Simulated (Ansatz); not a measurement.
# CH4InN: ionisation energy by level of theory

Aim: the vertical ionisation energy of CH4InN, as cation minus neutral at the neutral's geometry, on several levels, and how well −ε(HOMO) stands in for it.

Computed with Ansatz 0.2.0, Gaussian basis. Level: unrestricted cation, the program's frozen cores in correlated methods.

The runs, in order: UKS PBE-D4/def2-TZVPP; UKS r2SCAN-D4/def2-TZVPP; UKS PBE0-D4/def2-TZVPP; UKS B3LYP-D4/def2-TZVPP; UKS wB97X-V/def2-TZVPP; UKS wB97M-V/def2-TZVPP; UKS B2PLYP/def2-TZVPP; UHF-CCSD(T)/def2-TZVPP; UHF-MP2/def2-QZVPP; extrapolation to the limit; then −ε(HOMO) from the neutral's earlier runs with LDA (SPW92), PBE-D4, revPBE-D4, BLYP-D4, r2SCAN-D4, B97M-V, PBE0-D4, B3LYP-D4, r2SCANh-D4, r2SCAN0-D4, HSE06-D4, BHLYP-D4, CAM-B3LYP-D4, LC-ωPBE, ωB97X-V, ωB97M-V.

### 1 The relaxed structure

The geometry comes from an earlier relaxation with PBE0-D4 in a triple-zeta def2 set; it is a stationary point, not always the lowest conformer. In takes the def2 core potential; no spin-orbit term is included.

7 atoms, charge 0, spin multiplicity 1.

Atoms are counted from 1 here; the program's logs count them from 0.

Bond lengths: C1–N2 1.260 Å, C1–H4 1.093 Å, C1–H5 1.091 Å, N2–In3 2.591 Å, N2–H6 1.018 Å, In3–H7 1.860 Å. Angles: N2–C1–H4 123.9°, N2–C1–H5 118.6°, H4–C1–H5 117.5°, C1–N2–In3 126.3°, C1–N2–H6 114.1°, In3–N2–H6 119.6°, N2–In3–H7 81.4°.

### 2 Cation, UKS PBE-D4/def2-TZVPP

The input, in.yaml:

```yaml
crystal:
  periodic: [false, false, false]
  atoms:
    - {symbol: C, position_ang: [-1.093436, 0.471451, -0.432988]}
    - {symbol: N, position_ang: [-0.145944, -0.027009, 0.231592]}
    - {symbol: In, position_ang: [2.235590, -0.546015, -0.647769]}
    - {symbol: H, position_ang: [-2.085684, 0.673629, -0.021618]}
    - {symbol: H, position_ang: [-0.922406, 0.718799, -1.481454]}
    - {symbol: H, position_ang: [-0.380199, -0.231202, 1.200991]}
    - {symbol: H, position_ang: [2.453280, -1.127553, 1.105345]}
basis:
  gaussian: {orbitals: def2-TZVPP}
total_charge: 1
magnetization: {spin_polarized: true, initial_magnetization: 1}
hamiltonian: {xc: pbe, dispersion: d4}
```

On the command line:

```console
$ ansatz run in.yaml --threads 2 --pin off --events-out ev --progress --plain --max-ram 4352MiB
```

The runs that follow: Cation, UKS r2SCAN-D4/def2-TZVPP; Cation, UKS PBE0-D4/def2-TZVPP; Cation, UKS B3LYP-D4/def2-TZVPP; Cation, UKS wB97X-V/def2-TZVPP; Cation, UKS wB97M-V/def2-TZVPP; Cation, UKS B2PLYP (frozen core)/def2-TZVPP; Cation, UHF-CCSD(T)/def2-TZVPP; Cation, UHF-MP2/def2-QZVPP.

Q: Predict the results of all the runs planned. Wanted: ionisation energy, CCSD(T)/CBS; nearest functional by difference; nearest −ε(HOMO); −ε(HOMO) of PBE; T1 of the cation.

The runs gave:

| quantity | value |
| --- | --- |
| ionisation energy, CCSD(T)/CBS | 7.18 eV |
| nearest functional by difference | B3LYP-D4 (-0.08 eV) |
| nearest −ε(HOMO) | LC-ωPBE (+0.03 eV) |
| −ε(HOMO) of PBE | 4.04 eV |
| T1 of the cation | 0.019 |

What this shows: By cation minus neutral, the functionals miss by 0.28 eV at most. −ε(HOMO) of PBE misses by 3.1 eV, since self-interaction lifts the level. Among orbital estimates LC-ωPBE comes nearest. Hartree-Fock falls 1.20 eV short, as the neutral has more correlation energy than the cation. The cation may have settled in a state other than its lowest; no search over hole states beyond the program's own was made. Correlated methods include outer-core shells of In, which these sets cover unevenly. With outer-core shells in play the reference is unsure by up to some tenths of an eV, so close misses can't be ranked.
